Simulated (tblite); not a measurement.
# C6H12ClFO: the cost of one run

Programs: tblite 0.8.0 and PySCF 2.14.0, with density-fitted response routines of our own. Each step states its level of theory. These are calculated values for one molecule, in the gas phase or a continuum, unless marked as measured. Atoms are numbered from 0 throughout.

## 1. The starting structure

21 atoms, charge 0, multiplicity 1; geometry from: force field or distance geometry start.

Bonds of the start (Å): C0–C1 1.51, C1–C2 1.51, C1–O3 1.38, O3–C4 1.39, C4–C5 1.53, C4–C6 1.52, C6–F7 1.38, C6–Cl8 1.78, C0–H9 1.11, C0–H10 1.12, C0–H11 1.10, C1–H12 1.11, C2–H13 1.10, C2–H14 1.11, C2–H15 1.12, C4–H16 1.09, C5–H17 1.12, C5–H18 1.11, C5–H19 1.11, C6–H20 1.11.

## 2. Relaxing the molecule with GFN2-xTB

The job: settings as JSON, then the geometry in Å.

```
{"job": {"kind": "relax", "xc": "GFN2-xTB", "basis": "xTB"}, "charge": 0, "multiplicity": 1}
C     -2.148100     0.959200    -0.317900
C     -1.171800     0.012600     0.341200
C     -1.848100    -1.342200     0.346500
O     -0.007900    -0.114800    -0.397000
C      1.147900     0.158300     0.324500
C      2.035900    -1.079800     0.251500
C      1.878500     1.244900    -0.452800
F      1.104300     2.379500    -0.552400
Cl     3.426400     1.679400     0.301500
H     -3.007500     0.417900    -0.777400
H     -2.581000     1.651200     0.444000
H     -1.593400     1.515800    -1.087400
H     -0.944400     0.318700     1.387400
H     -1.327800    -2.110500     0.938500
H     -1.861500    -1.664300    -0.719000
H     -2.919200    -1.243800     0.654400
H      1.006700     0.452100     1.365100
H      2.134100    -1.452000    -0.797800
H      1.562700    -1.862700     0.875400
H      3.017800    -0.783800     0.666300
H      2.087500     0.881300    -1.485700
```

Launch:

```console
$ OMP_NUM_THREADS=1 python probes_run.py task.json out
```

The driver reads the jobs from task.json and runs them one after another.

Q: Estimate the wall time and peak memory of this first job on 1 thread of Arm Neoverse N1, shared host.

About 3.1 s, with a peak of 0.18 GiB.
